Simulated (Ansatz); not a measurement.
**CHCl2F3Ga with multiplicity 2: two geometries relaxed**

Are the two ends of the reaction (atom abstraction by a radical) separate minima, and which lies lower? Each is relaxed from a guess. Meant to form: H2–C5; to break: Ga1–H2. The start is a guess near the saddle point, from which both ends are pulled out.

All numbers below are computed with Ansatz 0.2.0 (UKS PBE/def2-SVP).

## Step 1: The structure to begin with

Bond lengths: Ga1–H2 1.820 Å, Ga1–Cl3 2.240 Å, Ga1–Cl4 2.240 Å, C5–F6 1.330 Å, C5–F7 1.330 Å, C5–F8 1.330 Å. Angles: H2–Ga1–Cl3 120.0°, H2–Ga1–Cl4 120.0°, Cl3–Ga1–Cl4 120.0°, F6–C5–F7 109.4°, F6–C5–F8 109.4°, F7–C5–F8 109.4°.

Structure file:

```xyz
8

Ga    0.0000    0.0000    0.0000
H     0.0000    0.0000    1.8200
Cl    1.9398    0.0000   -1.1200
Cl   -1.9398    0.0000   -1.1200
C     0.0000    0.0000    3.2300
F    -0.6774   -1.0550    3.6740
F     1.2523   -0.0592    3.6740
F    -0.5749    1.1141    3.6740
```

## Step 2: A restrained relaxation towards end A

Springs on the bonds that form and break draw the guess towards this end; the thresholds are loose.

Input file input.yaml:

```yaml
crystal:
  periodic: [false, false, false]
  atoms:
    - { symbol: Ga, position_ang: [0.0, 0.0, 0.0] }
    - { symbol: H, position_ang: [0.0, 0.0, 1.82] }
    - { symbol: Cl, position_ang: [1.9398, 0.0, -1.12] }
    - { symbol: Cl, position_ang: [-1.9398, 0.0, -1.12] }
    - { symbol: C, position_ang: [0.0, 0.0, 3.23] }
    - { symbol: F, position_ang: [-0.6774, -1.055, 3.674] }
    - { symbol: F, position_ang: [1.2523, -0.0592, 3.674] }
    - { symbol: F, position_ang: [-0.5749, 1.1141, 3.674] }
magnetization:
  spin_polarized: true
  initial_magnetization: 1
basis:
  gaussian: { orbitals: def2-SVP }
hamiltonian:
  xc: pbe
relax:
  f_tol: 0.15
  max_steps: 25
  restrain:
    - { distance: [1, 4], at: 2.31, k: 30.0 }
    - { distance: [0, 1], at: 1.57, k: 30.0 }
```

Command:

```
> ansatz run input.yaml --threads 4 --pin off --max-ram 5120MiB --backend cpu --events-out ev --progress --plain --runs-dir out
```

The program printed (excerpt; [...] marks lines left out):

```text
Warning: RAYON_NUM_THREADS=4 ignored (pool sized by the plan → 4); use --threads N
[...]
Functional definition: PBE
[...]
1405 factors; their error is unknown
[...]
mean field -86580.02837319 eV, -3181.7573566635 hartree, gradient 4.7e-5 eV, S^2 0.752560; 0 other end points of the search recorded, 0 dependent functions left out
[...]
reference -86580.02840763 eV, -3181.7573579295 hartree; 50, 49 occupied and 79, 80 virtual orbitals, 1405 factors
relax step   1: F+E_penalty+E_count = -86580.02837319 eV  Δ(F+E_penalty+E_count) = +0.000e0 eV  max|allowed force component| = 2.346e0 eV/Å  E_restraint = 13.08750000 eV  max|allowed force component, restraints' pulls added| = 3.215e1 eV/Å  Δτ_max = 0.0000 Å  (30 SCF iters, accepted)
[...]
relax step   4: F+E_penalty+E_count = -86579.39484270 eV  Δ(F+E_penalty+E_count) = -3.537e-1 eV  max|allowed force component| = 6.029e-1 eV/Å  E_restraint = 0.05236148 eV  max|allowed force component, restraints' pulls added| = 1.339e0 eV/Å  Δτ_max = 0.1949 Å  (36 SCF iters, accepted)
[...]
relax step   5: F+E_penalty+E_count = -86579.45832603 eV  Δ(F+E_penalty+E_count) = -6.348e-2 eV  max|allowed force component| = 1.192e-1 eV/Å  E_restraint = 0.00016341 eV  max|allowed force component, restraints' pulls added| = 1.010e-1 eV/Å  Δτ_max = 0.1688 Å  (30 SCF iters, accepted)
  distance H 1 - C 4 = 2.3072 Å
  distance Ga 0 - H 1 = 1.5717 Å
1405 factors; their error is unknown
[...]
mean field -86579.45832603 eV, -3181.7364078169 hartree, gradient 2.4e-5 eV, S^2 0.751636; 1 other end points of the search recorded, 0 dependent functions left out
[...]
reference -86579.45835992 eV, -3181.7364090622 hartree; 50, 49 occupied and 79, 80 virtual orbitals, 1405 factors
Total energy: -86579.45835992 eV, -3181.7364090622 hartree
Atom 0 at     0.000344    -0.000032    -0.278680 Å, force     0.000786    -0.000048    -0.017421 eV/Å
Atom 1 at     0.000618    -0.000053     1.293049 Å, force    -0.000110     0.000007     0.119184 eV/Å
Atom 2 at     1.855651     0.000002    -1.387674 Å, force    -0.101035     0.000006    -0.023912 eV/Å
Atom 3 at    -1.855456    -0.000008    -1.386843 Å, force     0.100624     0.000001    -0.023961 eV/Å
Atom 4 at    -0.000474     0.000028     3.600237 Å, force    -0.001251     0.000191    -0.041063 eV/Å
Atom 5 at    -0.685123    -1.066728     3.997751 Å, force     0.030152     0.046734    -0.004204 eV/Å
Atom 6 at     1.265936    -0.059852     3.996207 Å, force    -0.054799     0.002563    -0.004466 eV/Å
Atom 7 at    -0.581495     1.126543     3.997954 Å, force     0.025634    -0.049454    -0.004159 eV/Å
Dipole moment:     0.000713    -0.000094     0.331960 e Å
```

Wall time 18 s (4 threads of Arm Neoverse V1, shared host); peak memory 0.23 GiB.

The steps of the relaxation:

```tsv
step	energy from step 1 (eV)	largest force component (eV/Å)
1	0.0000	2.3461
2	0.5326	2.3064
3	0.9872	3.6918
4	0.6335	0.6029
5	0.5700	0.1192
```

Step 1 is the start. Energies and forces in the table leave out the springs, which the log lists apart; the run stops on the force with the springs' pull added.

After: Bond lengths: Ga1–H2 1.572 Å, Ga1–Cl3 2.161 Å, Ga1–Cl4 2.161 Å, C5–F6 1.328 Å, C5–F7 1.328 Å, C5–F8 1.328 Å. Angles: H2–Ga1–Cl3 120.9°, H2–Ga1–Cl4 120.9°, Cl3–Ga1–Cl4 118.3°, F6–C5–F7 111.5°, F6–C5–F8 111.5°, F7–C5–F8 111.5°.

## Step 3: Relaxing end A

It starts where the restrained run ended.

Input file input.yaml:

```yaml
crystal:
  periodic: [false, false, false]
  atoms:
    - { symbol: Ga, position_ang: [0.000344, -3.2e-05, -0.27868] }
    - { symbol: H, position_ang: [0.000618, -5.3e-05, 1.293049] }
    - { symbol: Cl, position_ang: [1.855651, 2.0e-06, -1.387674] }
    - { symbol: Cl, position_ang: [-1.855456, -8.0e-06, -1.386843] }
    - { symbol: C, position_ang: [-0.000474, 2.8e-05, 3.600237] }
    - { symbol: F, position_ang: [-0.685123, -1.066728, 3.997751] }
    - { symbol: F, position_ang: [1.265936, -0.059852, 3.996207] }
    - { symbol: F, position_ang: [-0.581495, 1.126543, 3.997954] }
magnetization:
  spin_polarized: true
  initial_magnetization: 1
basis:
  gaussian: { orbitals: def2-SVP }
hamiltonian:
  xc: pbe
relax:
  f_tol: 0.03
  max_steps: 50
```

Command:

```
> ansatz run input.yaml --threads 4 --pin off --max-ram 5120MiB --backend cpu --events-out ev --progress --plain --runs-dir out
```

The program printed (excerpt; [...] marks lines left out):

```text
Warning: RAYON_NUM_THREADS=4 ignored (pool sized by the plan → 4); use --threads N
[...]
[... 1 set-up line as earlier in the session ...]
[...]
1405 factors; their error is unknown
[...]
mean field -86579.45832601 eV, -3181.7364078163 hartree, gradient 6.2e-5 eV, S^2 0.751636; 0 other end points of the search recorded, 0 dependent functions left out
[...]
reference -86579.45835990 eV, -3181.7364090616 hartree; 50, 49 occupied and 79, 80 virtual orbitals, 1405 factors
relax step   1: F+E_penalty+E_count = -86579.45832601 eV  Δ(F+E_penalty+E_count) = +0.000e0 eV  max|allowed force component| = 1.192e-1 eV/Å  Δτ_max = 0.0000 Å  (29 SCF iters, accepted)
[...]
relax step   5: F+E_penalty+E_count = -86579.67862708 eV  Δ(F+E_penalty+E_count) = -1.103e-1 eV  max|allowed force component| = 1.439e0 eV/Å  Δτ_max = 0.0850 Å  (30 SCF iters, accepted)
[...]
reference -86580.72435074 eV, -3181.7829333670 hartree; 50, 49 occupied and 79, 80 virtual orbitals, 1405 factors
Total energy: -86580.72435074 eV, -3181.7829333670 hartree
Atom 0 at     0.002411    -0.000509    -0.691540 Å, force    -0.000003     0.000001    -0.000062 eV/Å
Atom 1 at    -0.005612     0.000955     2.445084 Å, force    -0.000176     0.000029    -0.000872 eV/Å
Atom 2 at     1.902776     0.000343    -1.780203 Å, force     0.001099     0.000013    -0.000932 eV/Å
Atom 3 at    -1.900221    -0.000579    -1.776390 Å, force    -0.001038    -0.000022    -0.000894 eV/Å
Atom 4 at    -0.001204     0.000166     3.562247 Å, force     0.000347    -0.000033     0.005052 eV/Å
Atom 5 at    -0.681599    -1.061841     4.026231 Å, force     0.002558     0.003885    -0.000735 eV/Å
Atom 6 at     1.261085    -0.060186     4.019200 Å, force    -0.004989     0.000215    -0.000826 eV/Å
Atom 7 at    -0.577635     1.121550     4.027372 Å, force     0.002200    -0.004089    -0.000732 eV/Å
Dipole moment:    -0.000139    -0.000004    -0.022255 e Å
```

Wall time 55 s (4 threads of Arm Neoverse V1, shared host); peak memory 0.25 GiB.

Relaxation path:

```tsv
step	energy from step 1 (eV)	largest force component (eV/Å)
1	0.0000	0.1192
2	-0.0181	0.2570
3	-0.0480	0.5182
4	-0.1100	0.9262
5	-0.2203	1.4392
6	-0.3896	1.9439
7	-0.9048	1.7974
8x	-0.8801	4.8474
9	-1.0824	1.0092
10	-1.1649	0.2649
11	-1.2083	0.5852
12	-1.2435	0.2458
13	-1.2584	0.0511
14	-1.2638	0.0639
15x	-1.2635	0.3667
16	-1.2642	0.0108
17	-1.2657	0.0203
18	-1.2660	0.0051
```

Step 1 is the start. 2 steps were tried and not accepted (marked x).

After: Bond lengths: Ga1–Cl3 2.190 Å, Ga1–Cl4 2.190 Å, H2–C5 1.117 Å, C5–F6 1.344 Å, C5–F7 1.344 Å, C5–F8 1.344 Å. Angles: Cl3–Ga1–Cl4 120.5°, H2–C5–F6 110.1°, H2–C5–F7 110.1°, H2–C5–F8 110.1°, F6–C5–F7 108.8°, F6–C5–F8 108.8°, F7–C5–F8 108.8°.

Pairs that crossed the distance rule for bonds on the way: came closer H2–C5; moved apart Ga1–H2.

## Step 4: A restrained relaxation towards end B

Springs on the bonds that form and break draw the guess towards this end; the thresholds are loose.

Input file input.yaml:

```yaml
crystal:
  periodic: [false, false, false]
  atoms:
    - { symbol: Ga, position_ang: [0.0, 0.0, 0.0] }
    - { symbol: H, position_ang: [0.0, 0.0, 1.82] }
    - { symbol: Cl, position_ang: [1.9398, 0.0, -1.12] }
    - { symbol: Cl, position_ang: [-1.9398, 0.0, -1.12] }
    - { symbol: C, position_ang: [0.0, 0.0, 3.23] }
    - { symbol: F, position_ang: [-0.6774, -1.055, 3.674] }
    - { symbol: F, position_ang: [1.2523, -0.0592, 3.674] }
    - { symbol: F, position_ang: [-0.5749, 1.1141, 3.674] }
magnetization:
  spin_polarized: true
  initial_magnetization: 1
basis:
  gaussian: { orbitals: def2-SVP }
hamiltonian:
  xc: pbe
relax:
  f_tol: 0.15
  max_steps: 25
  restrain:
    - { distance: [1, 4], at: 1.11, k: 30.0 }
    - { distance: [0, 1], at: 2.77, k: 30.0 }
output:
  orbitals: {}
```

Command:

```
> ansatz run input.yaml --threads 4 --pin off --max-ram 5120MiB --backend cpu --events-out ev --progress --plain --runs-dir out
```

The program printed:

```text
Warning: RAYON_NUM_THREADS=4 ignored (pool sized by the plan → 4); use --threads N
The last accepted step is kept in <dir> (removed where the run ends without a failure and the disk answers)
Engine: ansatz 0.2.0, aarch64-unknown-linux-gnu
[... 1 set-up line as earlier in the session ...]
  parameter kappa = 0.804
  parameter beta = 0.06672455060314922
  exchange = pbe_x(kappa = kappa, mu = beta*pi^2/3)
  correlation = pbe_c(beta = beta)
1405 factors; their error is unknown
mean field evaluation 1: about -86577.1338 eV, gradient 3.2e1 eV
mean field evaluation 2: about -86568.4190 eV, gradient 5.8e1 eV
mean field evaluation 4: about -86580.0874 eV, gradient 2.3e0 eV
mean field evaluation 8: about -86580.1192 eV, gradient 5.3e-2 eV
mean field evaluation 16: about -86580.0284 eV, gradient 2.4e-4 eV
mean field -86580.02837319 eV, -3181.7573566635 hartree, gradient 4.7e-5 eV, S^2 0.752560; 0 other end points of the search recorded, 0 dependent functions left out
the calculation of the forces begins
reference -86580.02840763 eV, -3181.7573579295 hartree; 50, 49 occupied and 79, 80 virtual orbitals, 1405 factors
relax step   1: F+E_penalty+E_count = -86580.02837319 eV  Δ(F+E_penalty+E_count) = +0.000e0 eV  max|allowed force component| = 2.346e0 eV/Å  E_restraint = 14.88750000 eV  max|allowed force component, restraints' pulls added| = 3.985e1 eV/Å  Δτ_max = 0.0000 Å  (30 SCF iters, accepted)
  distance H 1 - C 4 = 1.4100 Å
  distance Ga 0 - H 1 = 1.8200 Å
these checks for a lower state are left out or cut short: starts, cluster_reference, orbital_swaps, neighbouring_geometries, increment
1405 factors; their error is unknown
mean field -86580.53412697 eV, -3181.7759427723 hartree, gradient 1.2e-5 eV, S^2 0.751813; 0 other end points of the search recorded, 0 dependent functions left out
the calculation of the forces begins
reference -86580.53416136 eV, -3181.7759440361 hartree; 50, 49 occupied and 79, 80 virtual orbitals, 1405 factors
relax step   2: F+E_penalty+E_count = -86580.53412697 eV  Δ(F+E_penalty+E_count) = -5.058e-1 eV  max|allowed force component| = 1.544e0 eV/Å  E_restraint = 5.31967737 eV  max|allowed force component, restraints' pulls added| = 2.207e1 eV/Å  Δτ_max = 0.1949 Å  (36 SCF iters, accepted)
  distance H 1 - C 4 = 1.2065 Å
  distance Ga 0 - H 1 = 2.1823 Å
these checks for a lower state are left out or cut short: starts, cluster_reference, orbital_swaps, neighbouring_geometries, increment
1405 factors; their error is unknown
mean field evaluation 32: about -86580.4225 eV, gradient 1.7e-4 eV
mean field -86580.42252750 eV, -3181.7718415676 hartree, gradient 2.4e-5 eV, S^2 0.751835; 0 other end points of the search recorded, 0 dependent functions left out
the calculation of the forces begins
reference -86580.42256215 eV, -3181.7718428410 hartree; 50, 49 occupied and 79, 80 virtual orbitals, 1405 factors
relax step   3: F+E_penalty+E_count = -86580.42252750 eV  Δ(F+E_penalty+E_count) = +1.116e-1 eV  max|allowed force component| = 2.894e0 eV/Å  E_restraint = 0.72469487 eV  max|allowed force component, restraints' pulls added| = 5.156e0 eV/Å  Δτ_max = 0.1940 Å  (34 SCF iters, accepted)
  distance H 1 - C 4 = 1.0432 Å
  distance Ga 0 - H 1 = 2.5606 Å
these checks for a lower state are left out or cut short: starts, cluster_reference, orbital_swaps, neighbouring_geometries, increment
1405 factors; their error is unknown
mean field -86580.64467442 eV, -3181.7800053163 hartree, gradient 1.4e-5 eV, S^2 0.751924; 0 other end points of the search recorded, 0 dependent functions left out
the calculation of the forces begins
reference -86580.64470927 eV, -3181.7800065967 hartree; 50, 49 occupied and 79, 80 virtual orbitals, 1405 factors
relax step   4: F+E_penalty+E_count = -86580.64467442 eV  Δ(F+E_penalty+E_count) = -2.221e-1 eV  max|allowed force component| = 5.392e-1 eV/Å  E_restraint = 0.00425363 eV  max|allowed force component, restraints' pulls added| = 5.170e-1 eV/Å  Δτ_max = 0.1997 Å  (31 SCF iters, accepted)
  distance H 1 - C 4 = 1.1156 Å
  distance Ga 0 - H 1 = 2.7541 Å
these checks for a lower state are left out or cut short: starts, cluster_reference, orbital_swaps, neighbouring_geometries, increment
1405 factors; their error is unknown
mean field -86580.70511503 eV, -3181.7822264677 hartree, gradient 9.4e-6 eV, S^2 0.751897; 0 other end points of the search recorded, 0 dependent functions left out
the calculation of the forces begins
reference -86580.70514976 eV, -3181.7822277438 hartree; 50, 49 occupied and 79, 80 virtual orbitals, 1405 factors
relax step   5: F+E_penalty+E_count = -86580.70511503 eV  Δ(F+E_penalty+E_count) = -6.044e-2 eV  max|allowed force component| = 1.453e-1 eV/Å  E_restraint = 0.00063734 eV  max|allowed force component, restraints' pulls added| = 1.453e-1 eV/Å  Δτ_max = 0.1454 Å  (31 SCF iters, accepted)
  distance H 1 - C 4 = 1.1165 Å
  distance Ga 0 - H 1 = 2.7706 Å
1405 factors; their error is unknown
mean field evaluation 64: about -86580.7051 eV, gradient 5.2e-4 eV
mean field -86580.70511503 eV, -3181.7822264678 hartree, gradient 9.5e-6 eV, S^2 0.751897; 1 other end points of the search recorded, 0 dependent functions left out
the calculation of the forces begins
reference -86580.70514976 eV, -3181.7822277438 hartree; 50, 49 occupied and 79, 80 virtual orbitals, 1405 factors
Total energy: -86580.70514976 eV, -3181.7822277438 hartree
Atom 0 at     0.000883    -0.000151    -0.483289 Å, force     0.001022    -0.000100     0.005663 eV/Å
Atom 1 at    -0.001412     0.000179     2.287344 Å, force    -0.000414     0.000071    -0.098207 eV/Å
Atom 2 at     1.961811     0.000030    -1.483885 Å, force    -0.145273     0.000039    -0.028425 eV/Å
Atom 3 at    -1.960914    -0.000030    -1.482201 Å, force     0.144737     0.000004    -0.028490 eV/Å
Atom 4 at    -0.000377     0.000016     3.403831 Å, force    -0.000776    -0.000086     0.110026 eV/Å
Atom 5 at    -0.681849    -1.062014     3.863885 Å, force    -0.008548    -0.013439     0.013235 eV/Å
Atom 6 at     1.260493    -0.059647     3.862201 Å, force     0.016480    -0.000780     0.012850 eV/Å
Atom 7 at    -0.578635     1.121517     3.864113 Å, force    -0.007228     0.014291     0.013349 eV/Å
Dipole moment:     0.000553    -0.000082    -0.039116 e Å
```

Run time: 18 s. Hardware: 4 threads of Arm Neoverse V1, shared host; peak memory 0.23 GiB.

Step by step:

```tsv
step	energy from step 1 (eV)	largest force component (eV/Å)
1	0.0000	2.3461
2	-0.5058	1.5436
3	-0.3942	2.8941
4	-0.6163	0.5392
5	-0.6767	0.1453
```

Step 1 is the start. Energies and forces in the table leave out the springs, which the log lists apart; the run stops on the force with the springs' pull added.

After: Bond lengths: Ga1–Cl3 2.201 Å, Ga1–Cl4 2.201 Å, H2–C5 1.116 Å, C5–F6 1.343 Å, C5–F7 1.343 Å, C5–F8 1.343 Å. Angles: Cl3–Ga1–Cl4 126.0°, H2–C5–F6 110.0°, H2–C5–F7 110.0°, H2–C5–F8 110.0°, F6–C5–F7 108.9°, F6–C5–F8 108.9°, F7–C5–F8 108.9°.

Pairs that crossed the distance rule for bonds on the way: came closer H2–C5; moved apart Ga1–H2.

## Step 5: Relaxing end B

It starts where the restrained run ended.

Input file input.yaml:

```yaml
crystal:
  periodic: [false, false, false]
  atoms:
    - { symbol: Ga, position_ang: [0.000883, -0.000151, -0.483289] }
    - { symbol: H, position_ang: [-0.001412, 0.000179, 2.287344] }
    - { symbol: Cl, position_ang: [1.961811, 3.0e-05, -1.483885] }
    - { symbol: Cl, position_ang: [-1.960914, -3.0e-05, -1.482201] }
    - { symbol: C, position_ang: [-0.000377, 1.6e-05, 3.403831] }
    - { symbol: F, position_ang: [-0.681849, -1.062014, 3.863885] }
    - { symbol: F, position_ang: [1.260493, -0.059647, 3.862201] }
    - { symbol: F, position_ang: [-0.578635, 1.121517, 3.864113] }
magnetization:
  spin_polarized: true
  initial_magnetization: 1
basis:
  gaussian: { orbitals: def2-SVP }
hamiltonian:
  xc: pbe
relax:
  f_tol: 0.03
  max_steps: 50
output:
  orbitals: {}
```

Command:

```
> ansatz run input.yaml --threads 4 --pin off --max-ram 5120MiB --backend cpu --events-out ev --progress --plain --runs-dir out
```

The program printed (excerpt; [...] marks lines left out):

```text
Warning: RAYON_NUM_THREADS=4 ignored (pool sized by the plan → 4); use --threads N
[...]
[... 1 set-up line as earlier in the session ...]
[...]
1405 factors; their error is unknown
[...]
mean field -86580.70511491 eV, -3181.7822264633 hartree, gradient 5.8e-5 eV, S^2 0.751897; 0 other end points of the search recorded, 0 dependent functions left out
[...]
reference -86580.70514964 eV, -3181.7822277394 hartree; 50, 49 occupied and 79, 80 virtual orbitals, 1405 factors
relax step   1: F+E_penalty+E_count = -86580.70511491 eV  Δ(F+E_penalty+E_count) = +0.000e0 eV  max|allowed force component| = 1.453e-1 eV/Å  Δτ_max = 0.0000 Å  (29 SCF iters, accepted)
[...]
relax step   3: F+E_penalty+E_count = -86580.72389669 eV  Δ(F+E_penalty+E_count) = -3.526e-3 eV  max|allowed force component| = 4.162e-2 eV/Å  Δτ_max = 0.0878 Å  (31 SCF iters, accepted)
[...]
reference -86580.72429002 eV, -3181.7829311353 hartree; 50, 49 occupied and 79, 80 virtual orbitals, 1405 factors
Total energy: -86580.72429002 eV, -3181.7829311353 hartree
Atom 0 at     0.001496    -0.000243    -0.677705 Å, force     0.000112    -0.000021    -0.001036 eV/Å
Atom 1 at    -0.002618     0.000329     2.436761 Å, force     0.000015    -0.000001     0.012600 eV/Å
Atom 2 at     1.901494     0.000071    -1.766609 Å, force     0.003623     0.000022    -0.001149 eV/Å
Atom 3 at    -1.899951    -0.000096    -1.764175 Å, force    -0.003624    -0.000011    -0.001046 eV/Å
Atom 4 at    -0.000671     0.000043     3.554511 Å, force    -0.000561     0.000052    -0.013012 eV/Å
Atom 5 at    -0.681726    -1.061832     4.017307 Å, force    -0.001567    -0.002379     0.001232 eV/Å
Atom 6 at     1.260405    -0.059713     4.014230 Å, force     0.003294    -0.000170     0.001171 eV/Å
Atom 7 at    -0.578428     1.121341     4.017681 Å, force    -0.001293     0.002509     0.001240 eV/Å
Dipole moment:     0.000288    -0.000065    -0.021209 e Å
```

It took 14 s on 4 threads of Arm Neoverse V1, shared host; peak memory 0.23 GiB.

Step by step:

```tsv
step	energy from step 1 (eV)	largest force component (eV/Å)
1	0.0000	0.1453
2	-0.0153	0.0950
3	-0.0188	0.0416
4	-0.0191	0.0130
```

Step 1 is the start.

After: Bond lengths: Ga1–Cl3 2.190 Å, Ga1–Cl4 2.190 Å, H2–C5 1.118 Å, C5–F6 1.344 Å, C5–F7 1.344 Å, C5–F8 1.344 Å. Angles: Cl3–Ga1–Cl4 120.4°, H2–C5–F6 110.1°, H2–C5–F7 110.1°, H2–C5–F8 110.1°, F6–C5–F7 108.8°, F6–C5–F8 108.8°, F7–C5–F8 108.8°.

## Step 6: Results

| quantity | value |
| --- | --- |
| end A | 15 moves, 1.266 eV lower |
| end B | 3 moves, 0.019 eV lower |
| largest difference between the ends | 0.01 Å |
| end B relative to end A | +0.000 eV |

**Reading.** The two relaxations end at one structure, within 0.01 Å: no second minimum was found from this start, which doesn't rule one out.
